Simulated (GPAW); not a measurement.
# SnO (Romarchite) (P4/nmm) in GPAW: notebook

Aim: see how the results for SnO (Romarchite) move with the level of theory and the settings. Levels: PBE, LDA. Tasks: single point.

Program: GPAW 26.7.0. These are calculated values, not measurements. Logs are shortened: lines on timing, memory, paths and dates and some standing lists are left out, and cuts for length are marked. The log counts tension as positive stress, the text compression.

**1. The structure**

Symmetry: P4/nmm, No. 129, tetragonal system. The conventional cell has a = 3.799 Å, b = 3.799 Å, c = 4.841 Å, α = 90.00°, β = 90.00°, γ = 90.00°. Sn (site symmetry 4mm) has 4 O at 2.22 Å as nearest neighbours. O (site symmetry -4m2) is surrounded by 4 Sn at 2.22 Å.

**2. Single point, PBE**

The input, run.py:

```python
from ase import Atoms
from ase.dft.bandgap import bandgap
from ase.io import write
from ase.units import GPa
from gpaw import GPAW, PW

atoms = Atoms(['Sn', 'Sn', 'O', 'O'],
              cell=[[3.7986, 0.0, 0.0],
                    [0.0, 3.7986, 0.0],
                    [0.0, 0.0, 4.8408]],
              scaled_positions=[[0.5, 0.0, 0.2369],
                                [0.0, 0.5, 0.7631],
                                [0.0, 0.0, 0.0],
                                [0.5, 0.5, 0.0]],
              pbc=True)

calc = GPAW(mode=PW(600),
            xc='PBE',
            kpts={'size': (8, 8, 6), 'gamma': True},
            occupations={'name': 'fermi-dirac', 'width': 0.05},
            nbands=33,
            maxiter=120,
            txt='gpaw.txt')
atoms.calc = calc
energy = atoms.get_potential_energy()
forces = atoms.get_forces()
stress = atoms.get_stress()
calc.write('gs.gpw')
write('result.traj', atoms)
print(f'Energy: {energy:.6f} eV')
print('Forces (eV/A):')
print(forces.round(4))
print('Stress (GPa):', (stress / GPa).round(3))
print('Fermi level:', round(calc.get_fermi_level(), 4), 'eV')
print(f'Gap: {bandgap(calc)[0]:.4f} eV, direct: {bandgap(calc, direct=True)[0]:.4f} eV')
```

Potentials or basis: GPAW PAW data sets (gpaw-data 1.2.1), pw.

On the command line:

```sh
OMP_NUM_THREADS=1 python run.py
```

gpaw.txt:

```text
__  _  _
 | _ |_)|_||  |
 |__||  | ||/\| - 26.7.0

Input parameters:
  mode=PW(ecut=600.0),
  kpts=MonkhorstPack(size=(8, 8, 6), gamma=True),
  maxiter=120,
  nbands=33,
  occupations=Occupations(name='fermi-dirac', width=0.05),
  xc=XC(name='PBE')

Diagonalizing LCAO Hamiltonian
Converting LCAO to pw mode
   .--------.
  /|        |
 *Sn        |
 | |        |
 | |        |
 | |        |
 | .--------.
 |/  Sn    /
 O--------*

Atoms  # Å, Bohr magnetons
|   | symbol |        x |        y |        z |    initial magnetic moments |
|---|--------|----------|----------|----------|-----------------------------|
| 0 |     Sn | 1.899300 | 0.000000 | 1.146786 | ( 0.0000,  0.0000,  0.0000) |
| 1 |     Sn | 0.000000 | 1.899300 | 3.694014 | ( 0.0000,  0.0000,  0.0000) |
| 2 |      O | 0.000000 | 0.000000 | 0.000000 | ( 0.0000,  0.0000,  0.0000) |
| 3 |      O | 1.899300 | 1.899300 | 0.000000 | ( 0.0000,  0.0000,  0.0000) |

Unit cell  # Å
| periodic |        x |        y |        z |  lengths |    angles |
|----------|----------|----------|----------|----------|-----------|
|      yes | 3.798600 | 0.000000 | 0.000000 | 3.798600 | 90.000000 |
|      yes | 0.000000 | 3.798600 | 0.000000 | 3.798600 | 90.000000 |
|      yes | 0.000000 | 0.000000 | 4.840800 | 4.840800 | 90.000000 |

Number of symmetries: 8
Symmetry operations  # r_c * U_cc + t_c -> r_c
|   | kind |            matrix            |
|---|------|------------------------------|
| 0 |  E   |  1, 0, 0,  0, 1, 0,  0, 0, 1 |
| 1 |  σ   |  1, 0, 0,  0,-1, 0,  0, 0, 1 |
| 2 |  C2  |  0, 1, 0,  1, 0, 0,  0, 0,-1 |
| 3 |  S4  |  0, 1, 0, -1, 0, 0,  0, 0,-1 |
| 4 |  S4  |  0,-1, 0,  1, 0, 0,  0, 0,-1 |
| 5 |  C2  |  0,-1, 0, -1, 0, 0,  0, 0,-1 |
| 6 |  σ   | -1, 0, 0,  0, 1, 0,  0, 0, 1 |
| 7 |  C2  | -1, 0, 0,  0,-1, 0,  0, 0, 1 |

BZ-sampling:
  Number of BZ points: 384
  Number of IBZ points: 60

  Monkhorst-Pack size: [8, 8, 6]
  Monkhorst-Pack shift: [0.0625, 0.0625, 0.08333333333333333]

K-points  # in reciprocal-cell coordinates
|     |                                coordinates |     weight |
|-----|--------------------------------------------|------------|
|   0 | (  0.00000000,   0.00000000,   0.00000000) | 0.00260417 |
|   1 | (  0.00000000,   0.00000000,   0.16666667) | 0.00520833 |
|   2 | (  0.00000000,   0.00000000,   0.33333333) | 0.00520833 |
|   3 | (  0.00000000,   0.00000000,   0.50000000) | 0.00260417 |
|   4 | (  0.12500000,   0.00000000,   0.00000000) | 0.01041667 |
|   5 | (  0.12500000,   0.00000000,   0.16666667) | 0.02083333 |
|   6 | (  0.12500000,   0.00000000,   0.33333333) | 0.02083333 |
|   7 | (  0.12500000,   0.00000000,   0.50000000) | 0.01041667 |
|   8 | (  0.12500000,   0.12500000,   0.00000000) | 0.01041667 |
|   9 | (  0.12500000,   0.12500000,   0.16666667) | 0.02083333 |
| ... |                                            |            |
|  59 | (  0.50000000,   0.50000000,   0.50000000) | 0.00260417 |

Plane wave coefficients: 2354
Cutoff: 600.0 eV

Spin-components: 1 (collinear spins)
Bands:           33
Projectors:      22
Spin-degeneracy: 2
Datatype:        complex128

Parallelization:
  kpt:    1
  domain: 1
  band:   1

Density:
  Valence electrons: 40.0
  Components: 1
  Grid points: [24 24 28]
  Charge: 0.0  # |e|

Potential:
  Grid points: [24 24 28]

species:
  Sn:
    name:    Tin
    Z:       50.0
    valence: 14
    core:    36
    charge:  0.0  # [|e|]
    compensation charges:
      type: gauss
      rc: 0.38  # [Å]
      lmax: 2
    cutoffs:
      filter: 2.23  # [Å]
      core: 2.35  # [Å]
    projectors
    | kind |    occ | energy [eV] | rcut [Å] |
    |------|--------|-------------|----------|
    |   5s |  2.000 |     -10.538 |    1.201 |
    |   5p |  2.000 |      -3.696 |    1.270 |
    |   4d | 10.000 |     -25.845 |    1.185 |
    |    s |        |      16.674 |    1.201 |
    |    p |        |      23.515 |    1.270 |
    |    d |        |       1.367 |    1.185 |

    Using partial waves for Sn as LCAO basis

  O:
    name:    Oxygen
    Z:       8.0
    valence: 6
    core:    2
    charge:  0.0  # [|e|]
    compensation charges:
      type: gauss
      rc: 0.21  # [Å]
      lmax: 2
    cutoffs:
      filter: 1.17  # [Å]
      core: 0.83  # [Å]
    projectors
    | kind |    occ | energy [eV] | rcut [Å] |
    |------|--------|-------------|----------|
    |   2s |  2.000 |     -23.961 |    0.688 |
    |   2p |  4.000 |      -9.029 |    0.598 |
    |    s |        |       3.251 |    0.688 |
    |    p |        |      18.182 |    0.598 |
    |    d |        |       0.000 |    0.619 |

    Using partial waves for O as LCAO basis

Reference energy: -340103.091216  # eV

eigensolver:
  PPCG
  Converge bands: occupied
  niter=2

density mixing:
  MSR1-Mixer
  Pratt-step length: 0.05
  Maximum mixing coefficient: 0.75
  Old densities: 10
  SVD Regularization: 0.005
  Good broyden scale: 1.0
  Trust region scale: 1.0
  Backstep threshold: 4.0
  History deletion threshold: 6.0
  Fourier metric: weight=20.0, sigma=0.015

occupation numbers:
  Fermi-Dirac:
    width: 0.0500  # eV

poisson solver:
  ecut: 4800.0  # eV

xc functional:
  name: PBE with 2 nearest neighbor stencil

convergence criteria:
- Maximum [total energy] change in last 3 cyles: 0.0005 eV / valence electron
- Maximum integral of absolute [dens]ity change: 0.0001 electrons / valence electron
- Maximum integral of absolute [eigenst]ate change: 4e-08 eV^2 / valence electron
maximum number of iterations: 120

SCF iterations
|iter     | |      energy | eigst |  dens |
|---------|-|-------------|-------|-------|
|iter:   1| |  -26.656615 | +0.03 |       |
|iter:   2| |  -25.636995 | -1.59 | -1.01 |
|iter:   3| |  -23.446230 | -0.99 | -1.07 |
|iter:   4| |  -23.424844 | -2.92 | -1.56 |
|iter:   5| |  -23.425118 | -3.03 | -1.80 |
|iter:   6| |  -23.425725c| -4.24 | -2.58 |
|iter:   7| |  -23.425805c| -5.10 | -3.17 |
|iter:   8| |  -23.425787c| -5.56 | -3.42 |
|iter:   9| |  -23.425791c| -6.85 | -3.88 |
|iter:  10| |  -23.425790c| -8.26c| -4.71c|

Converged in 10 steps
Energy contributions relative to reference atoms: (reference = -340103.091216)

Energy contributions:
  Kinetic:          37.724868
  Coulomb:         -35.597267
  Zero:              0.065951
  External:          0.000000
  Xc:              -25.618716
  Entropy:          -0.001252
  Spinorbit:         0.000000
  ----------------------------
  Free energy:     -23.426417
  Extrapolated:    -23.425790

dipole moment: (-23.445285, -23.445285, -27.215735)  # |e|*Ang

Fermi level: 6.980
Eigenvalues  # (at kpt = [0.000, 0.000, 0.000])
| band index |      eig [eV] | occ [0-2] |
|------------|---------------|-----------|
|          0 |       -15.185 |     2.000 |
|        ... |               |           |
|         12 |        -0.844 |     2.000 |
|         13 |         0.199 |     2.000 |
|         14 |         0.497 |     2.000 |
|         15 |         0.497 |     2.000 |
|         16 |         3.319 |     2.000 |
|         17 |         3.610 |     2.000 |
|         18 |         3.610 |     2.000 |
|         19 |         6.907 |     1.621 |
|         20 |         8.980 |     0.000 |
|         21 |        11.206 |     0.000 |
|         22 |        11.592 |     0.000 |
|         23 |        11.592 |     0.000 |
|         24 |        12.602 |     0.000 |
|         25 |        12.602 |     0.000 |
|         26 |        13.653 |     0.000 |
|         27 |        14.064 |     0.000 |
|        ... |               |           |
|         32 |        22.581 |     0.000 |

No gap
No difference between direct/indirect transitions

Forces  # eV/Ang
|       x |       y |        z |
|---------|---------|----------|
| 0.00000 | 0.00000 |  0.45414 |  # Sn   0
| 0.00000 | 0.00000 | -0.45414 |  # Sn   1
| 0.00000 | 0.00000 |  0.00000 |  # O    2
| 0.00000 | 0.00000 |  0.00000 |  # O    3

Stress tensor  # eV/Ang^3
|         x |         y |         z |
|-----------|-----------|-----------|
| -0.010472 |  0.000000 |  0.000000 |
|  0.000000 | -0.010472 |  0.000000 |
|  0.000000 |  0.000000 | -0.005665 |

# Writing to gs.gpw (mode='')
```

It took 70 s on 1 thread of Intel Xeon Platinum 8375C at 2.90GHz (Ice Lake), shared host; peak memory 0.25 GiB.

Results:

| Item | Value |
| --- | --- |
| Free energy | -23.4264 eV |
| Pressure | 1.4 GPa |
| Largest force | 0.454 eV/Å |
| Band gap on the k mesh | none (metal or under the smearing width) |

Forces in eV/Å, atoms in the order of the input:
```
Sn   0.000  0.000  0.454
Sn   0.000  0.000 -0.454
O    0.000  0.000  0.000
O    0.000  0.000  0.000
```

Stress tensor (GPa, compression positive):
```
1.68 0.00 0.00
0.00 1.68 0.00
0.00 0.00 0.91
```

Levels at points of the mesh, in eV from the Fermi level:
```
           k point  band 16  band 17  band 18  band 19  band 20  band 21  band 22  band 23  band 24  band 25
(0.00, 0.00, 0.00)    -6.48    -3.66    -3.37    -3.37    -0.07     2.00     4.23     4.61     4.61     5.62
(0.00, 0.00, 0.50)    -3.73    -3.38    -3.38    -3.19    -2.37     1.58     2.88     2.88     3.60     7.80
(0.50, 0.00, 0.00)    -5.20    -5.05    -5.05    -2.83    -2.83     3.10     3.10     5.84     5.84     5.89
(0.50, 0.00, 0.50)    -5.66    -5.01    -5.01    -1.87    -1.87     2.48     2.48     5.35     5.35     6.58
(0.50, 0.50, 0.00)    -5.33    -2.70    -2.70    -1.98    -1.98    -0.01    -0.01     4.38     4.38     7.15
(0.50, 0.50, 0.50)    -5.78    -2.77    -2.77    -2.70    -2.70     2.24     2.24     3.94     3.94     5.52
```

Caveat: the cutoff is short for stress and forces, so pressures can be off by a GPa or more.

**3. Single point, LDA**

Edit run.py of step 2 so:

```diff
@@ -17,3 +17,3 @@
 calc = GPAW(mode=PW(600),
-            xc='PBE',
+            xc='LDA',
             kpts={'size': (8, 8, 6), 'gamma': True},
```

Potentials or basis: the program's PAW data sets (release 1.2.1) made for this functional, pw.

On the command line:

```sh
OMP_NUM_THREADS=1 python run.py
```

Wall time 66 s (1 thread of Intel Xeon Platinum 8375C at 2.90GHz (Ice Lake), shared host); peak memory 0.25 GiB.

Results (log left out):

```
Free energy            : -26.5448 eV
Pressure               : -5.8 GPa
Largest force          : 0.171 eV/Å
Band gap on the k mesh : 0.14 eV, indirect (least direct gap 1.96 eV)
```

Forces in eV/Å, atoms in the order of the input:
```
Sn   0.000  0.000 -0.171
Sn   0.000  0.000  0.171
O    0.000  0.000  0.000
O    0.000  0.000  0.000
```

Stress tensor (GPa, compression positive):
```
-5.99  0.00  0.00
 0.00 -5.99  0.00
 0.00  0.00 -5.35
```

Levels at points of the mesh, in eV from the valence-band top:
| k point | band 16 | band 17 | band 18 | band 19 | band 20 | band 21 | band 22 | band 23 | band 24 | band 25 |
| --- | --- | --- | --- | --- | --- | --- | --- | --- | --- | --- |
| (0.00, 0.00, 0.00) | -6.34 | -3.47 | -3.19 | -3.19 | -0.01 | 2.07 | 4.21 | 4.75 | 4.75 | 5.62 |
| (0.00, 0.00, 0.50) | -3.54 | -3.21 | -3.21 | -3.11 | -2.17 | 1.52 | 2.96 | 2.96 | 3.69 | 7.87 |
| (0.50, 0.00, 0.00) | -5.05 | -4.89 | -4.89 | -2.66 | -2.66 | 3.16 | 3.16 | 5.91 | 5.91 | 5.92 |
| (0.50, 0.00, 0.50) | -5.51 | -4.86 | -4.86 | -1.70 | -1.70 | 2.58 | 2.58 | 5.43 | 5.43 | 6.59 |
| (0.50, 0.50, 0.00) | -5.19 | -2.51 | -2.51 | -1.85 | -1.85 | 0.14 | 0.14 | 4.43 | 4.43 | 7.19 |
| (0.50, 0.50, 0.50) | -5.64 | -2.65 | -2.65 | -2.51 | -2.51 | 2.42 | 2.42 | 4.00 | 4.00 | 5.57 |

Caveat: the cutoff is short for stress and forces, so pressures can be off by a GPa or more; spin-orbit coupling is left out, which moves the levels of the heavy elements. A hybrid or GW would open this gap; LDA tends to underestimate it.
